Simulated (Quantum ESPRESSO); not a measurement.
Crystal: BAs.

```
B As
1.0
     0.00000    2.38850    2.38850
     2.38850    0.00000    2.38850
     2.38850    2.38850    0.00000
B As
1 1
Cartesian
  0.0000 0.0000 0.0000
  1.1943 1.1943 1.1943
```

Base run:

| Property | Result |
| --- | --- |
| Program | Quantum ESPRESSO 7.5 |
| Functional | PBE |
| Potentials or basis | PseudoDojo 0.4.1 SR PBE standard |
| Cutoff | 1143 eV |
| Density cutoff | 4572 eV |
| k mesh | 6 × 6 × 6 |
| Occupations | fixed |
| Spin | no spin polarisation |

Its results: band gap on the k mesh, mean-field level 1.29 eV, indirect (least direct gap 3.29 eV).

**Question.** The run is repeated on the same cell with these changes: k mesh from 6 × 6 × 6 to 4 × 4 × 4. What comes out?

**Answer.** Band gap on the k mesh, mean-field level 1.45 eV, indirect (least direct gap 3.29 eV).

Caveats: some runs use coarse meshes.

A k mesh can miss the band edges.

Not every run made on this cell is shown here.
